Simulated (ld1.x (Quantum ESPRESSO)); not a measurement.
# Cobalt: generating and testing a PAW potential

Aim: build the potential from the settings below, then test how well it stands in for the atom: other configurations, scattering, ghost states and the plane-wave cutoff that it needs.

Program: ld1.x (Quantum ESPRESSO) 7.5. Reference atom: PBEsol, scalar-relativistic, spherical and spin-unpolarised. All values are calculated.

### Step 1. The atom and the settings

Typed settings, in words:

| Quantity | Value |
| --- | --- |
| element | cobalt (Co, Z = 27) |
| type | PAW |
| frozen core | [Ne] |
| valence charge | 17 |
| reference configuration | 3s2 3p6 3d7 4s0 4p0 (charge +2) |
| partial waves | 3s (bound): rcut 1.05, rcutus 1.15 bohr; 4s (bound, empty): rcut 1.05, rcutus 1.15 bohr; 3p (bound): rcut 1.25, rcutus 1.65 bohr; 4p (bound, empty): rcut 1.25, rcutus 1.65 bohr; 3d (bound): rcut 1.15, rcutus 1.35 bohr; 3d channel at -1.5 Ry: rcut 1.15, rcutus 1.35 bohr |
| local potential | all-electron potential smoothed inside 1.00 bohr (lloc = -1) |
| core correction | not asked for |
| augmentation charge | PSQ, inside the norm-conserving radii |

### Step 2. Generating the potential

Contents of Co.in:

```
 &input
   title='Co', zed=27., rel=1, dft='PBESOL', iswitch=3,
   config='[Ar] 3d7 4s0 4p0',
   nld=3, rlderiv=1.80, eminld=-11.0, emaxld=5.0, deld=0.04
 /
 &inputp
   pseudotype=3, lpaw=.true., tm=.true., lloc=-1, rcloc=1.00,
   nlcc=.false.,
   which_augfun='PSQ', rmatch_augfun_nc=.true.,
   file_pseudopw='Co.UPF', file_wfcaegen='ae.wfc', file_wfcncgen='nc.wfc', file_beta='beta', file_chi='chi', file_wfcusgen='us.wfc'
 /
6
3S  1  0   2.00   0.00  1.05  1.15  0.0
4S  2  0   0.00   0.00  1.05  1.15  0.0
3P  2  1   6.00   0.00  1.25  1.65  0.0
4P  3  1   0.00   0.00  1.25  1.65  0.0
3D  3  2   7.00   0.00  1.15  1.35  0.0
3D  3  2   0.00  -1.50  1.15  1.35  0.0
 &test
   configts(1)='3s2 3p6 3d7 4s0 4p0'
 /
```

Command:

```sh
ld1.x < Co.in > Co.out
```

Output in Co.out (without the banner and most projector matrices):

```text
     Program LD1 v.7.5
     --------------------------- All-electron run ----------------------------

     Co
     scalar relativistic calculation

     atomic number is 27.00
     dft =PBESOL   lsd =0 sic =0 latt =0  beta=0.20 tr2=1.0E-14
     Exchange-correlation= PBESOL
                           (   1   4  10   8   0   0   0)
     mesh =1193 r(mesh) =  99.89935 a.u. xmin = -7.00 dx = 0.01250
     1 Ry =  13.60569312 eV, c = 137.03599908

     n l     nl                  e(Ry)          e(Ha)          e(eV)
     1 0     1S 1( 2.00)      -558.9395      -279.4698     -7604.7594
     2 0     2S 1( 2.00)       -67.3822       -33.6911      -916.7815
     2 1     2P 1( 6.00)       -57.9318       -28.9659      -788.2026
     3 0     3S 1( 2.00)        -8.9055        -4.4527      -121.1650
     3 1     3P 1( 6.00)        -6.2151        -3.1075       -84.5604
     3 2     3D 1( 7.00)        -1.9870        -0.9935       -27.0346
     4 0     4S 1( 0.00)        -1.5238        -0.7619       -20.7318
     4 1     4P 1( 0.00)        -1.0621        -0.5311       -14.4513

     final scf error:  3.0E-17 reached in  32 iterations

     Etot =   -2781.913434 Ry,   -1390.956717 Ha,  -37849.860475 eV

     Ekin =    2817.583823 Ry,    1408.791911 Ha,   38335.180838 eV
     Encl =   -6632.578270 Ry,   -3316.289135 Ha,  -90240.824557 eV
     Eh   =    1148.388924 Ry,     574.194462 Ha,   15624.627285 eV
     Exc  =    -115.307910 Ry,     -57.653955 Ha,   -1568.844040 eV

     normalization and overlap integrals

     s(1S/1S) =  1.000000  <r> =   0.0562  <r2> =    0.0043  r(max) =   0.0366
     s(2S/2S) =  1.000000  <r> =   0.2557  <r2> =    0.0772  r(max) =   0.2131
     s(2P/2P) =  1.000000  <r> =   0.2251  <r2> =    0.0622  r(max) =   0.1723
     s(3S/3S) =  1.000000  <r> =   0.7751  <r2> =    0.6940  r(max) =   0.6731
     s(3P/3P) =  1.000000  <r> =   0.8171  <r2> =    0.7878  r(max) =   0.6816
     s(3D/3D) =  1.000000  <r> =   1.0200  <r2> =    1.3542  r(max) =   0.6648
     s(4S/4S) =  1.000000  <r> =   2.4185  <r2> =    6.6457  r(max) =   2.0994
     s(4P/4P) =  1.000000  <r> =   2.9123  <r2> =    9.6775  r(max) =   2.5009

     ------------------------ End of All-electron run ------------------------

     --------------------- Generating PAW atomic setup --------------------

      Generating local potential from pseudized AE potential:
      Matching radius rcloc =   1.0000

      Local pseudo, rcloc= 1.004 Estimated cut-off energy=    23.85 Ry

      Computing core charge for PAW:

       r > 0.37 : true rho core
       r < 0.37 : rho core = a sin(br)/r    a=  55.37  b=   7.11

      Integrated core pseudo-charge :   3.91
      Wfc-us  3S rcutus= 1.138  Estimated cut-off energy=    40.55 Ry
      Wfc-us  4S rcutus= 1.138  Estimated cut-off energy=    79.63 Ry
      Wfc-us  3P rcutus= 1.656  Estimated cut-off energy=    31.75 Ry
      Wfc-us  4P rcutus= 1.656  Estimated cut-off energy=    24.49 Ry
      Wfc-us  3D rcutus= 1.355  Estimated cut-off energy=    63.05 Ry
      Wfc-us  3D rcutus= 1.355  Estimated cut-off energy=    66.71 Ry

     Required augmentation: PSQ   radius:    1.650000

     Q pseudized with Bessel functions
     Expected ecutrho=     323.4390 due to l1=  2   l2=  2

     Estimated PAW energy = -371.709240 Ryd

     The PAW screened D coefficients
    12.95074     5.07060     0.00000     0.00000     0.00000     0.00000
     5.07060     1.87351     0.00000     0.00000     0.00000     0.00000
     0.00000     0.00000    -3.88919    -0.78185     0.00000     0.00000
     0.00000     0.00000    -0.78185     0.07396     0.00000     0.00000
     0.00000     0.00000     0.00000     0.00000    -1.87403    -1.06386
     0.00000     0.00000     0.00000     0.00000    -1.06386    -0.60043

     The PAW descreened D coefficients (US)
     2.00680     0.01206     0.00000     0.00000     0.00000     0.00000
     0.01206    -0.25451     0.00000     0.00000     0.00000     0.00000
     0.00000     0.00000     7.87647     2.82781     0.00000     0.00000
     0.00000     0.00000     2.82781     1.01896     0.00000     0.00000
     0.00000     0.00000     0.00000     0.00000     6.14668     3.88848
     0.00000     0.00000     0.00000     0.00000     3.88848     2.43459

     ------------------- End of pseudopotential generation -------------------

     [... the all-electron block is printed once more ...]


     Computing logarithmic derivative in   1.79577
     Computing logarithmic derivative in   1.79577
     Computing the partial wave expansion
     R is outside the sphere for l=    0 j= 0.00
     R is outside the sphere for l=    0 j= 0.00
     R is outside the sphere for l=    1 j= 0.00
     R is outside the sphere for l=    1 j= 0.00
     R is outside the sphere for l=    2 j= 0.00
     R is outside the sphere for l=    2 j= 0.00

     ---------------------- Testing the pseudopotential ----------------------

     Co
     scalar relativistic calculation

     atomic number is 27.00   valence charge is 17.00
     dft = SLA  PW   PSX  PSC   lsd =0 sic =0 latt =0  beta=0.20 tr2=1.0E-14
     mesh =1193 r(mesh) =  99.89935 xmin = -7.00 dx = 0.01250

     n l     nl             e AE (Ry)        e PS (Ry)    De AE-PS (Ry)
     1 0     3S   1( 2.00)       -8.90546       -8.90546        0.00000
     2 1     3P   1( 6.00)       -6.21507       -6.21508        0.00001
     3 2     3D   1( 7.00)       -1.98701       -1.98702        0.00001
     2 0     4S   1( 0.00)       -1.52376       -1.52375       -0.00001
     3 1     4P   1( 0.00)       -1.06215       -1.06215       -0.00000

     eps = 3.0E-15  iter =  5

     Etot =   -2781.913434 Ry,   -1390.956717 Ha,  -37849.860475 eV
     Etotps =  -371.709252 Ry,    -185.854626 Ha,   -5057.362019 eV

     Ekin =     325.765086 Ry,     162.882543 Ha,    4432.259791 eV
     Encl =    -811.092131 Ry,    -405.546065 Ha,  -11035.470628 eV
     Ehrt =     228.925695 Ry,     114.462847 Ha,    3114.692753 eV
     Ecxc =    -115.307902 Ry,     -57.653951 Ha,   -1568.843934 eV

     ---------------------- End of pseudopotential test ----------------------
```

Wall time 2 s (1 thread of Neoverse-V1, shared host). This counts the later configuration tests of the new file too.

All-electron and pseudo partial waves u(r) = r·R(r), from the program's wave files:

| r (bohr) | 3s AE | 3s PS |
| --- | --- | --- |
| 0.082 | -0.1043 | 0.3375 |
| 0.165 | -0.6701 | 0.6573 |
| 0.248 | -0.4322 | 0.9355 |
| 0.330 | 0.1163 | 1.1543 |
| 0.413 | 0.6420 | 1.3094 |
| 0.495 | 1.0058 | 1.3938 |
| 0.578 | 1.2051 | 1.4130 |
| 0.660 | 1.2677 | 1.3749 |
| 0.742 | 1.2387 | 1.2924 |
| 0.825 | 1.1529 | 1.1785 |
| 0.908 | 1.0379 | 1.0486 |
| 0.990 | 0.9139 | 0.9171 |
| 1.072 | 0.7911 | 0.7914 |
| 1.155 | 0.6744 | 0.6744 |
| 1.238 | 0.5690 | 0.5690 |
| 1.320 | 0.4771 | 0.4771 |
| 1.402 | 0.3974 | 0.3974 |
| 1.485 | 0.3285 | 0.3285 |
| 1.568 | 0.2702 | 0.2702 |
| 1.650 | 0.2219 | 0.2219 |
| 1.733 | 0.1812 | 0.1812 |
| 1.815 | 0.1479 | 0.1479 |
| 1.898 | 0.1201 | 0.1201 |
| 1.980 | 0.0975 | 0.0975 |
| 2.062 | 0.0791 | 0.0791 |
| 2.145 | 0.0638 | 0.0638 |

### Step 3. Configuration tests

Contents of Co.test.in:

```
 &input
   title='Co', zed=27., rel=1, dft='PBESOL', iswitch=2,
   config='[Ar] 3d7 4s0 4p0'
 /
 &test
   file_pseudo='Co.UPF', nconf=8,
   configts(1)='3s2 3p6 3d7 4s0 4p0',
   configts(2)='3s2 3p6 3d7 4s2 4p0',
   configts(3)='3s2 3p6 3d7 4s1 4p0',
   configts(4)='3s2 3p6 3d6 4s0 4p0',
   configts(5)='3s1 3p6 3d7 4s2 4p0',
   configts(6)='3s2 3p6 3d8 4s1 4p0',
   configts(7)='3s2 3p6 3d6 4s2 4p0',
   configts(8)='3s2 3p6 3d7.5 4s1.5 4p0'
 /
```

Command:

```sh
ld1.x < Co.test.in > Co.test.out
```

Co.test.out, the pseudopotential blocks:

```text
     ---------------------- Testing the pseudopotential ----------------------

     Co
     scalar relativistic calculation

     atomic number is 27.00   valence charge is 17.00
     dft =SLA  PW   PSX  PSC   lsd =0 sic =0 latt =0  beta=0.20 tr2=1.0E-14
     mesh =1193 r(mesh) =  99.89935 xmin = -7.00 dx = 0.01250

     n l     nl             e AE (Ry)        e PS (Ry)    De AE-PS (Ry)
     1 0     3S   1( 2.00)       -8.90546       -8.90546        0.00000
     2 1     3P   1( 6.00)       -6.21507       -6.21508        0.00001
     3 2     3D   1( 7.00)       -1.98701       -1.98702        0.00001
     2 0     4S   1( 0.00)       -1.52376       -1.52375       -0.00001
     3 1     4P   1( 0.00)       -1.06215       -1.06215       -0.00000

     eps = 4.8E-15  iter =  6

     Etot =   -2781.913433 Ry,   -1390.956717 Ha,  -37849.860468 eV
     Etotps =  -371.709251 Ry,    -185.854626 Ha,   -5057.362002 eV

     Ekin =     325.765087 Ry,     162.882544 Ha,    4432.259808 eV
     Encl =    -811.092131 Ry,    -405.546065 Ha,  -11035.470625 eV
     Ehrt =     228.925695 Ry,     114.462847 Ha,    3114.692748 eV
     Ecxc =    -115.307902 Ry,     -57.653951 Ha,   -1568.843933 eV

     ---------------------- End of pseudopotential test ----------------------

     ---------------------- Testing the pseudopotential ----------------------

     Co
     [...]
     n l     nl             e AE (Ry)        e PS (Ry)    De AE-PS (Ry)
     1 0     3S   1( 2.00)       -7.50696       -7.50697        0.00001
     2 1     3P   1( 6.00)       -4.81492       -4.81491       -0.00001
     3 2     3D   1( 7.00)       -0.60486       -0.60490        0.00004
     2 0     4S   1( 2.00)       -0.40343       -0.40339       -0.00004
     3 1     4P   1( 0.00)       -0.09167       -0.09170        0.00003

     eps = 6.0E-15  iter = 12

     Etot =   -2783.805460 Ry,   -1391.902730 Ha,  -37875.602796 eV
     Etotps =  -373.601390 Ry,    -186.800695 Ha,   -5083.105862 eV
     dEtot_ae =      -1.892026 Ry
     dEtot_ps =      -1.892139 Ry,   Delta E=       0.000113 Ry

     [...]
     ---------------------- End of pseudopotential test ----------------------

     ---------------------- Testing the pseudopotential ----------------------

     Co
     [...]
     n l     nl             e AE (Ry)        e PS (Ry)    De AE-PS (Ry)
     1 0     3S   1( 2.00)       -8.15564       -8.15564        0.00000
     2 1     3P   1( 6.00)       -5.46461       -5.46460       -0.00001
     3 2     3D   1( 7.00)       -1.24860       -1.24862        0.00002
     2 0     4S   1( 1.00)       -0.93769       -0.93765       -0.00004
     3 1     4P   1( 0.00)       -0.54515       -0.54515        0.00001

     eps = 8.4E-15  iter = 16

     Etot =   -2783.140642 Ry,   -1391.570321 Ha,  -37866.557492 eV
     Etotps =  -372.936543 Ry,    -186.468272 Ha,   -5074.060160 eV
     dEtot_ae =      -1.227209 Ry
     dEtot_ps =      -1.227292 Ry,   Delta E=       0.000083 Ry

     [...]
     ---------------------- End of pseudopotential test ----------------------

     ---------------------- Testing the pseudopotential ----------------------

     Co
     [...]
     n l     nl             e AE (Ry)        e PS (Ry)    De AE-PS (Ry)
     1 0     3S   1( 2.00)      -10.32140      -10.32178        0.00038
     2 1     3P   1( 6.00)       -7.61363       -7.61394        0.00031
     3 2     3D   1( 6.00)       -3.31702       -3.31733        0.00031
     2 0     4S   1( 0.00)       -2.36080       -2.36074       -0.00007
     3 1     4P   1( 0.00)       -1.80280       -1.80324        0.00044

     eps = 5.1E-15  iter = 12

     Etot =   -2779.279464 Ry,   -1389.639732 Ha,  -37814.023495 eV
     Etotps =  -369.075058 Ry,    -184.537529 Ha,   -5021.521973 eV
     dEtot_ae =       2.633969 Ry
     dEtot_ps =       2.634194 Ry,   Delta E=      -0.000225 Ry

     [...]
     ---------------------- End of pseudopotential test ----------------------

     ---------------------- Testing the pseudopotential ----------------------

     Co
     [...]
     n l     nl             e AE (Ry)        e PS (Ry)    De AE-PS (Ry)
     1 0     3S   1( 1.00)       -8.74754       -8.74876        0.00122
     2 1     3P   1( 6.00)       -6.03939       -6.04054        0.00115
     3 2     3D   1( 7.00)       -1.75173       -1.75214        0.00041
     2 0     4S   1( 2.00)       -1.07809       -1.07804       -0.00005
     3 1     4P   1( 0.00)       -0.63767       -0.63772        0.00005

     eps = 8.1E-15  iter = 10

     Etot =   -2775.702918 Ry,   -1387.851459 Ha,  -37765.362103 eV
     Etotps =  -365.496655 Ry,    -182.748327 Ha,   -4972.835319 eV
     dEtot_ae =       6.210515 Ry
     dEtot_ps =       6.212597 Ry,   Delta E=      -0.002081 Ry

     [...]
     ---------------------- End of pseudopotential test ----------------------

     ---------------------- Testing the pseudopotential ----------------------

     Co
     [...]
     n l     nl             e AE (Ry)        e PS (Ry)    De AE-PS (Ry)
     1 0     3S   1( 2.00)       -7.15404       -7.15415        0.00010
     2 1     3P   1( 6.00)       -4.47189       -4.47199        0.00010
     3 2     3D   1( 8.00)       -0.31287       -0.31294        0.00007
     2 0     4S   1( 1.00)       -0.32176       -0.32174       -0.00001
     3 1     4P   1( 0.00)       -0.05572       -0.05580        0.00008

     eps = 6.8E-15  iter = 18

     Etot =   -2783.894692 Ry,   -1391.947346 Ha,  -37876.816865 eV
     Etotps =  -373.690650 Ry,    -186.845325 Ha,   -5084.320300 eV
     dEtot_ae =      -1.981259 Ry
     dEtot_ps =      -1.981398 Ry,   Delta E=       0.000140 Ry

     [...]
     ---------------------- End of pseudopotential test ----------------------

     ---------------------- Testing the pseudopotential ----------------------

     Co
     [...]
     n l     nl             e AE (Ry)        e PS (Ry)    De AE-PS (Ry)
     1 0     3S   1( 2.00)       -8.65330       -8.65359        0.00029
     2 1     3P   1( 6.00)       -5.94745       -5.94764        0.00019
     3 2     3D   1( 6.00)       -1.67709       -1.67737        0.00028
     2 0     4S   1( 2.00)       -1.06994       -1.06988       -0.00006
     3 1     4P   1( 0.00)       -0.63440       -0.63440       -0.00000

     eps = 6.9E-15  iter = 13

     Etot =   -2782.687489 Ry,   -1391.343744 Ha,  -37860.392029 eV
     Etotps =  -372.483253 Ry,    -186.241627 Ha,   -5067.892839 eV
     dEtot_ae =      -0.774055 Ry
     dEtot_ps =      -0.774002 Ry,   Delta E=      -0.000053 Ry

     [...]
     ---------------------- End of pseudopotential test ----------------------

     ---------------------- Testing the pseudopotential ----------------------

     Co
     [...]
     n l     nl             e AE (Ry)        e PS (Ry)    De AE-PS (Ry)
     1 0     3S   1( 2.00)       -7.31635       -7.31639        0.00003
     2 1     3P   1( 6.00)       -4.62977       -4.62980        0.00003
     3 2     3D   1( 7.50)       -0.44612       -0.44615        0.00004
     2 0     4S   1( 1.50)       -0.36049       -0.36046       -0.00003
     3 1     4P   1( 0.00)       -0.07252       -0.07257        0.00005

     eps = 6.3E-15  iter = 15

     Etot =   -2783.876374 Ry,   -1391.938187 Ha,  -37876.567637 eV
     Etotps =  -373.672320 Ry,    -186.836160 Ha,   -5084.070920 eV
     dEtot_ae =      -1.962941 Ry
     dEtot_ps =      -1.963069 Ry,   Delta E=       0.000129 Ry

     [...]
     ---------------------- End of pseudopotential test ----------------------
```

The tests as a table, with energies relative to 3s2 3p6 3d7 4s0 4p0.

```tsv
valence configuration	charge	ΔE all-electron (eV)	error AE − PS (meV)
3s2 3p6 3d7 4s2 4p0	0	-25.742	+1.5
3s2 3p6 3d7 4s1 4p0	+1	-16.697	+1.1
3s2 3p6 3d6 4s0 4p0	+3	35.837	-3.1
3s1 3p6 3d7 4s2 4p0	+1	84.498	-28
3s2 3p6 3d8 4s1 4p0	0	-26.956	+1.9
3s2 3p6 3d6 4s2 4p0	+1	-10.532	-0.7
3s2 3p6 3d7.5 4s1.5 4p0	0	-26.707	+1.8
```

### Step 4. Logarithmic derivatives

Taken from the files of the generation run. The phase is arctan(r·u′/u) with u = r·R, unwrapped, with energies in Ry. A pole is an energy at which the radial function vanishes at the test radius. The pseudo phase is shifted by a multiple of π to meet the all-electron one at the reference energy. Levels narrower than the energy grid can be missing from the poles. Left out: s, where the overlap operator is not positive , so their phases aren't trusted. The last column is the largest difference on the grid between −1 and +1 Ry.

| channel | radius (bohr) | reference (Ry) | poles AE | poles PS | window around the reference with phases within 0.05 rad (Ry) | largest difference near zero (rad) |
| --- | --- | --- | --- | --- | --- | --- |
| p | 1.80 | -1.06 | -6.00 | -6.00 | the whole range | 0.030 |
| d | 1.80 | -1.99 | -1.44 | -1.44 | the whole range | 0.001 |

Phases (rad) along the scan:

| E (Ry) | p AE | p PS | d AE | d PS |
| --- | --- | --- | --- | --- |
| -11.00 | 1.374 | 1.373 | 1.393 | 1.393 |
| -10.52 | 1.367 | 1.367 | 1.389 | 1.389 |
| -10.04 | 1.359 | 1.359 | 1.383 | 1.383 |
| -9.56 | 1.350 | 1.349 | 1.378 | 1.378 |
| -9.08 | 1.339 | 1.338 | 1.372 | 1.372 |
| -8.60 | 1.325 | 1.324 | 1.366 | 1.366 |
| -8.12 | 1.306 | 1.304 | 1.358 | 1.358 |
| -7.64 | 1.276 | 1.275 | 1.350 | 1.350 |
| -7.16 | 1.219 | 1.217 | 1.341 | 1.341 |
| -6.68 | 1.005 | 1.002 | 1.331 | 1.331 |
| -6.20 | -1.335 | -1.335 | 1.318 | 1.318 |
| -5.72 | -1.678 | -1.678 | 1.303 | 1.303 |
| -5.24 | -1.752 | -1.753 | 1.285 | 1.285 |
| -4.76 | -1.793 | -1.794 | 1.262 | 1.262 |
| -4.28 | -1.825 | -1.826 | 1.231 | 1.231 |
| -3.80 | -1.856 | -1.857 | 1.186 | 1.186 |
| -3.32 | -1.888 | -1.889 | 1.109 | 1.109 |
| -2.84 | -1.926 | -1.927 | 0.939 | 0.938 |
| -2.36 | -1.972 | -1.972 | 0.248 | 0.248 |
| -1.88 | -2.031 | -2.031 | -1.229 | -1.229 |
| -1.40 | -2.111 | -2.111 | -1.585 | -1.585 |
| -0.92 | -2.227 | -2.227 | -1.716 | -1.716 |
| -0.44 | -2.405 | -2.406 | -1.798 | -1.798 |
| 0.04 | -2.690 | -2.696 | -1.869 | -1.869 |
| 0.52 | -3.119 | -3.136 | -1.944 | -1.945 |
| 1.00 | -3.597 | -3.627 | -2.038 | -2.039 |
| 1.48 | -3.959 | -3.993 | -2.171 | -2.172 |
| 1.96 | -4.188 | -4.221 | -2.378 | -2.382 |
| 2.44 | -4.333 | -4.364 | -2.727 | -2.734 |
| 2.92 | -4.429 | -4.460 | -3.248 | -3.259 |
| 3.40 | -4.498 | -4.530 | -3.756 | -3.764 |
| 3.88 | -4.549 | -4.583 | -4.083 | -4.089 |
| 4.36 | -4.590 | -4.625 | -4.276 | -4.280 |
| 4.84 | -4.622 | -4.662 | -4.396 | -4.399 |

### Step 5. Plane-wave convergence, by spherical Bessel functions

A separate test, outside the generator: the pseudo-atom's Hamiltonian at the reference potential is diagonalised in spherical Bessel functions j_l(qr) that vanish at 20 bohr, with q² up to the cutoff.

No cutoffs are read. The overlap operator is not positive in s (lowest eigenvalue -0.051), so the test is not defined there. The ghost test is not conclusive.

### Step 6. Results

```
                                                quantity                             value
                                                 cutoffs                    not determined
                                            bound ghosts                    not determined
                            largest test error (AE − PS)  -28 meV, for 3s1 3p6 3d7 4s2 4p0
largest phase difference near zero energy, channels read                         0.030 rad
         lowest eigenvalue of the overlap (Bessel basis)                        -0.051 (s)
               density cutoff estimated by the generator                            323 Ry
```

The overlap operator is not positive definite in s, so a plane-wave run would break down once the basis is large enough. By total energies transferability is fair: the largest error is 28 meV on 84.5 eV, for 3s1 3p6 3d7 4s2 4p0. That test lies far up in energy; among those under 40 eV, nearer to bonding, the largest error is 3.1 meV. No cutoffs are read. Ghosts could not be judged. Of the channels read, p scatters worst near zero energy, by up to 0.03 rad.
